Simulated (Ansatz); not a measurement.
# GeAsH (singlet): wave-function methods side by side, cc-pVDZ

One table from this session's results is given with a row withheld; the runs are named, their logs left out.

Program: Ansatz 0.2.0, Gaussian basis. Level of theory: cc-pVDZ, core rule «outside noble gas», up to 28 orbitals frozen. These are calculated values, not measurements.

Plan: UHF; CCSD(T) on RHF; CCSD(T) on UHF; BCCD(T) on RHF; CISD; CCSDT(Q) on RHF; CCSDT(Q) on UHF; CCSDTQ on RHF; CCSDTQ on UHF; CASSCF and MRCISD+Q, 10 electrons in 9 orbitals; CASSCF and NEVPT2, 10 electrons in 9 orbitals.

4 further runs of the same task are left out: 4 set aside as unsound or not needed.

### The system

The geometry is a PBE0/def2-TZVP stationary point (not a proven minimum). No spin-orbit coupling is included. The filled d shell of Ge, As may be among the frozen orbitals whatever the setting's name suggests; the logs give the count.

3 atoms, charge 0, spin multiplicity 1.

Atoms are counted from 1 here; the program's logs count them from 0.

Bond lengths: Ge1–As2 2.225 Å, As2–H3 1.601 Å. Angles: Ge1–As2–H3 59.3°.

The first run:

File in.yaml:

```yaml
crystal:
  periodic: [false, false, false]
  atoms:
    - {symbol: Ge, position_ang: [0.000000, -0.003926, 1.131568]}
    - {symbol: As, position_ang: [0.000000, -0.014557, -1.093316]}
    - {symbol: H, position_ang: [0.000000, 1.365001, -0.281876]}
basis:
  gaussian: {orbitals: cc-pVDZ}
magnetization: {spin_polarized: true, initial_magnetization: 0}
hamiltonian: {xc: hf}
output: {orbitals: {seedname: orbitals}}
```

On the command line:

```bash
ansatz run in.yaml --threads 1 --pin off --events-out ev --progress --plain --max-ram 4096MiB --backend cpu
```

Steps of the session up to this table: UHF; CCSD(T) on RHF; CCSD(T) on UHF; BCCD(T) on RHF; CISD; CCSDT(Q) on RHF; CCSDT(Q) on UHF; CCSDTQ on RHF; CCSDTQ on UHF; CASSCF and MRCISD+Q, 10 electrons in 9 orbitals; CASSCF and NEVPT2, 10 electrons in 9 orbitals.

One table of the session follows, with a row left open; its other results are not shown here.

```
          method  from RCCSDTQ (kJ/mol)
             RHF                 +580.4
             UHF                 +576.0
            RMP2                  +98.3
            CISD                  +80.3
           RCCSD                  +31.9
        RCCSD(T)                   +4.8
         BCCD(T)                   +4.8
          RCCSDT                   +2.4
       RCCSDT(Q)                   -0.1
         RCCSDTQ                      0
  CASSCF valence                 +358.2
  NEVPT2 valence                  +76.0
  MRCISD valence                  +25.4
MRCISD+Q valence                      ?
```

Q: Estimate the row for MRCISD+Q valence from the others.

**Answer.** from RCCSDTQ (kJ/mol): -0.4. In the column «from RCCSDTQ (kJ/mol)» it is the lowest.
